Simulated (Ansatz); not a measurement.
# CH9BOSi2: one species, many methods

One table from this session's results is given with a row withheld; the runs are named, their logs left out.

Method: functionals in def2-TZVPP, the program's frozen cores in correlated methods; program: Ansatz 0.2.0, Gaussian basis.

The runs, in order: PBE-D4, r2SCAN-D4, PBE0-D4, B3LYP-D4, ωB97X-V, ωB97M-V, B2PLYP; CCSD(T)/def2-TZVPP; MP2/def2-QZVPP; extrapolation to the limit.

## Structure used throughout

All runs share one geometry, relaxed beforehand with PBE0-D4 in a triple-zeta def2 set.

SMILES `CB(O)[SiH2][SiH3]`, 14 atoms, charge 0, spin multiplicity 1.

Atoms are counted from 1 here; the program's logs count them from 0.

Bond lengths: C1–B2 1.563 Å, C1–H6 1.096 Å, C1–H7 1.096 Å, C1–H8 1.093 Å, B2–O3 1.358 Å, B2–Si4 2.042 Å, O3–H9 0.960 Å, Si4–Si5 2.341 Å, Si4–H10 1.497 Å, Si4–H11 1.492 Å, Si5–H12 1.489 Å, Si5–H13 1.489 Å, Si5–H14 1.488 Å. Angles: B2–C1–H6 110.5°, B2–C1–H7 110.7°, B2–C1–H8 112.7°, H6–C1–H7 105.4°, H6–C1–H8 108.6°, H7–C1–H8 108.7°, C1–B2–O3 117.9°, C1–B2–Si4 121.6°, O3–B2–Si4 120.5°, B2–O3–H9 114.2°, B2–Si4–Si5 110.2°, B2–Si4–H10 111.4°, B2–Si4–H11 111.7°, Si5–Si4–H10 108.0°, Si5–Si4–H11 107.7°, H10–Si4–H11 107.6°, Si4–Si5–H12 109.9°, Si4–Si5–H13 110.2° and more.

The first run:

in.yaml reads:

```yaml
crystal:
  periodic: [false, false, false]
  atoms:
    - {symbol: C, position_ang: [-1.895114, 0.833019, -0.511151]}
    - {symbol: B, position_ang: [-0.891609, -0.313206, -0.862086]}
    - {symbol: O, position_ang: [-0.870761, -0.769320, -2.141367]}
    - {symbol: Si, position_ang: [0.391097, -1.076729, 0.530737]}
    - {symbol: Si, position_ang: [2.016901, 0.513034, 1.088511]}
    - {symbol: H, position_ang: [-1.357345, 1.713240, -0.139984]}
    - {symbol: H, position_ang: [-2.558111, 0.530815, 0.306932]}
    - {symbol: H, position_ang: [-2.506313, 1.133677, -1.365369]}
    - {symbol: H, position_ang: [-0.239923, -1.476564, -2.297446]}
    - {symbol: H, position_ang: [1.091789, -2.295843, 0.018283]}
    - {symbol: H, position_ang: [-0.319710, -1.459172, 1.785495]}
    - {symbol: H, position_ang: [1.363034, 1.740660, 1.620450]}
    - {symbol: H, position_ang: [2.798592, 0.894705, -0.120120]}
    - {symbol: H, position_ang: [2.964572, 0.002484, 2.115915]}
basis:
  gaussian: {orbitals: def2-TZVPP}
hamiltonian: {xc: pbe, dispersion: d4}
output: {forces: true, orbitals: {seedname: orbitals}}
```

Run with:

```console
$ ansatz run in.yaml --threads 4 --pin off --events-out ev --progress --plain --max-ram 10444MiB
```

Among the steps run: PBE-D4 (GGA); r2SCAN-D4 (meta-GGA); PBE0-D4 (hybrid); B3LYP-D4 (hybrid); ωB97X-V (range-separated); ωB97M-V (range-separated); B2PLYP (double hybrid); CCSD(T) in def2-TZVPP; MP2 in def2-QZVPP.

One of the session's tables, all rows but one given; the rest of the session is left out.

```
            method  atomisation energy (eV)
            PBE-D4                   50.639
         r2SCAN-D4                   50.527
           PBE0-D4                   50.183
          B3LYP-D4                   50.368
           ωB97X-V                   50.589
           ωB97M-V                   50.422
            B2PLYP                   49.735
     HF/def2-TZVPP                   38.226
    MP2/def2-TZVPP                   49.337
   CCSD/def2-TZVPP                   48.585
CCSD(T)/def2-TZVPP                        ?
           MP2/CBS                   50.503
       CCSD(T)/CBS                   50.298
```

**Question.** Estimate the row for CCSD(T)/def2-TZVPP.

The run gave: atomisation energy (eV): 49.132. In the column «atomisation energy (eV)» it lies between CCSD/def2-TZVPP (48.585) and MP2/def2-TZVPP (49.337).

Among the levels timed on like hardware and quicker than the yardstick, those that no quicker one beats, quickest first: PBE-D4 (2.4 s, +0.342 eV); PBE0-D4 (3 s, -0.115 eV); B3LYP-D4 (4.8 s, +0.071 eV).

B2PLYP carry no dispersion term (for B3LYP, D4 adds 0.480 eV).

Limits of these values: Free atoms (1 C, 1 B, 1 O, 2 Si, 9 H) were run apart at each level; the atomisation energy is their sum less the molecule, without zero-point or spin-orbit terms.
